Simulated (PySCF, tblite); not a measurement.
# C6H5ClF radical: geometry, infrared bands and EPR parameters

What infrared bands and EPR parameters should C6H5ClF radical (`C=[C]/C=C(\F)C(=C)Cl`) show?

Computed with tblite 0.8.0 and PySCF 2.14.0, with density-fitted response routines of our own, on a single molecule in the gas phase. Atoms are numbered from 0 throughout.

### 1 The starting structure

13 atoms, charge 0, multiplicity 2; geometry from: force field or distance geometry start.

Bonds of the start (Å): C0–C1 1.31, C1–C2 1.41, C2–C3 1.34, C3–F4 1.36, C3–C5 1.46, C5–C6 1.34, C5–Cl7 1.74, C0–H8 1.08, C0–H9 1.08, C2–H10 1.09, C6–H11 1.09, C6–H12 1.08.

### 2 Relaxing the molecule with GFN2-xTB

Job settings and geometry (Å):

```
{"job": {"kind": "relax", "xc": "GFN2-xTB", "basis": "xTB"}, "charge": 0, "multiplicity": 2}
C      3.184100     0.342700     0.334900
C      1.892400     0.571700     0.282400
C      0.505700     0.805000     0.247400
C     -0.376800    -0.144800    -0.106300
F      0.116100    -1.381800    -0.393900
C     -1.826800    -0.019400    -0.182500
C     -2.616200    -1.036500    -0.535700
Cl    -2.569700     1.507600     0.188800
H      3.577100    -0.637000     0.095000
H      3.861600     1.132100     0.618200
H      0.163300     1.808000     0.495800
H     -3.698500    -0.930900    -0.588100
H     -2.216700    -2.016200    -0.762700
```

Run with:

```bash
$ OMP_NUM_THREADS=1 python probes_run.py task.json out
```

One launch serves the whole session: the jobs run in the order shown.

**Question.** This job is followed by: GFN2-xTB harmonic vibrations, gas phase; UKS B3LYP, pcH-1 on C Cl F H, non-relativistic, mean-field spin-orbit, GIAO. What will the session give for the following? strongest single infrared mode (GFN2-xTB); zero-point energy (GFN2-xTB); g(iso) (B3LYP); ⟨S²⟩; largest a(iso) (averaged by class); surface potential, 1st and 99th percentile.

The runs gave:

| quantity | value |
| --- | --- |
| strongest single infrared mode (GFN2-xTB) | 2009 cm⁻¹, 262 km/mol |
| zero-point energy (GFN2-xTB) | 52.9 kcal/mol |
| g(iso) (B3LYP) | 2.00266 |
| ⟨S²⟩ | 0.788 (exact 0.75) |
| largest a(iso) (averaged by class) | 1H on H8, H9, 79.4 MHz |
| surface potential, 1st and 99th percentile | -0.70 V and 1.05 V |

In words: Relaxing lowered the energy by 1.178 eV in 68 steps; the close pair that moved most is C1–C2, from 1.407 to 1.328 Å. No mode is imaginary among the 33: a minimum at this level. The strongest single mode, at 2009 cm⁻¹, moves mainly C1. GFN2-xTB is a fitted tight-binding method: band positions and strengths are rough. Its intensities can rank the bands wrongly. The largest spin populations lie on C6 (0.50 e), C3 (0.49 e), C1 (0.44 e). The isotropic g lies 0.3 ppt above the free-electron value.
